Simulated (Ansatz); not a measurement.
# Hf3TiO8: the band gap up the ladder of functionals

One table from this session's results is given with a row withheld; the runs are named, their logs left out.

The runs shown are made with Ansatz 0.2.0. PAW datasets, plane waves. Spin-unpolarised throughout. Whether this structure exists isn't addressed.

**The system as given**

The cell was relaxed beforehand with r2SCAN.

It is orthorhombic, Cmmm (No. 65); conventional cell a = 6.747 Å, b = 6.760 Å, c = 6.317 Å, 12.01 Å³ an atom. Around Ti lie 6 O at 1.98–1.99 Å; around Hf lie 6 O at 2.08–2.09 Å; around O lie 1 Ti at 1.99 Å and 2 Hf at 2.08 Å; around O lie 1 Ti at 1.98 Å and 2 Hf at 2.09–2.10 Å; around Hf lie 6 O at 2.06–2.10 Å.

As a file:

```
CELL_PARAMETERS angstrom
3.37367 -3.38019 0.00000
3.37367 3.38019 0.00000
0.00000 0.00000 6.31733
ATOMIC_POSITIONS crystal
Ti 0.50000 0.50000 0.00000
Hf 0.00000 0.00000 0.75455
O 0.20478 0.20478 0.00000
O 0.79522 0.79522 0.00000
O 0.69076 0.30924 0.76177
O 0.30924 0.69076 0.76177
Hf 0.50000 0.50000 0.50000
Hf 0.00000 0.00000 0.24545
O 0.19447 0.19447 0.50000
O 0.80553 0.80553 0.50000
O 0.69076 0.30924 0.23823
O 0.30924 0.69076 0.23823
```

Set-up of the first run:

Contents of input.yaml:

```yaml
crystal:
  lattice:
    - [3.3736669448, -3.380188217, 0.0]
    - [3.3736669448, 3.380188217, 0.0]
    - [0.0, 0.0, 6.3173287857]
  atoms:
    - { symbol: Ti, position: [0.5, 0.5, 0.0] }
    - { symbol: Hf, position: [0.0, 0.0, 0.754553807] }
    - { symbol: O, position: [0.2047779087, 0.2047779087, 0.0] }
    - { symbol: O, position: [0.7952220913, 0.7952220913, 0.0] }
    - { symbol: O, position: [0.6907600261, 0.3092399739, 0.7617726512] }
    - { symbol: O, position: [0.3092399739, 0.6907600261, 0.7617726512] }
    - { symbol: Hf, position: [0.5, 0.5, 0.5] }
    - { symbol: Hf, position: [0.0, 0.0, 0.245446193] }
    - { symbol: O, position: [0.1944705642, 0.1944705642, 0.5] }
    - { symbol: O, position: [0.8055294358, 0.8055294358, 0.5] }
    - { symbol: O, position: [0.6907600261, 0.3092399739, 0.2382273488] }
    - { symbol: O, position: [0.3092399739, 0.6907600261, 0.2382273488] }
kpoints:
  mp_grid: { grid: [6, 6, 4] }
  band_path:
    path:
      - [[0.0, 0.0, 0.0], [-0.5, 0.5, 0.0], [-0.499036298997, 0.500963701003, 0.0]]
      - [[0.499036298997, 0.499036298997, 0.0], [0.0, 0.0, 0.0], [0.0, 0.0, 0.5], [0.499036298997, 0.499036298997, 0.5]]
      - [[-0.499036298997, 0.500963701003, 0.5], [-0.5, 0.5, 0.5], [-0.5, 0.5, 0.0]]
      - [[0.0, 0.0, 0.0], [-2.767284913179e-17, 0.5, 0.0], [-2.767284913179e-17, 0.5, 0.5], [0.0, 0.0, 0.5], [-0.5, 0.5, 0.5]]
    npoints: 10
hamiltonian:
  xc: pbe
scf:
  occupations: { method: fermi_dirac, width: 0.02 }
  n_extra_bands: 7
output:
  forces: true
  stress: true
  eigenvalues: true
```

Steps of the session up to this table: Band structure with PBE; Single point with r2SCAN; HSE06; Single point with PBE+SOC; PBE0.

One table of the session follows, with a row left open; its other results are not shown here.

| level | gap (eV) |
| --- | --- |
| PBE | 2.61 |
| r2SCAN | 3.00 |
| HSE06 | ? |
| PBE+SOC | 2.61 |
| PBE0 | 5.03 |

Estimate the missing values for HSE06.

**Answer.** gap (eV): 4.26. In the column «gap (eV)» it lies between r2SCAN (3.00) and PBE0 (5.03).

Meshes: PBE 6×6×4, r2SCAN 6×6×4, HSE06 4×4×2, PBE+SOC 6×6×4, PBE0 4×4×2

Against HSE06, PBE is short by 1.65 eV, at 61 % of it, and r2SCAN 70 %. PBE0 lies 0.77 eV above HSE06, which differs from it by screening the long-range exchange.

Caveats from the session: Warnings in the runs' records: stress scf threshold loose, stress exchange threshold loose.
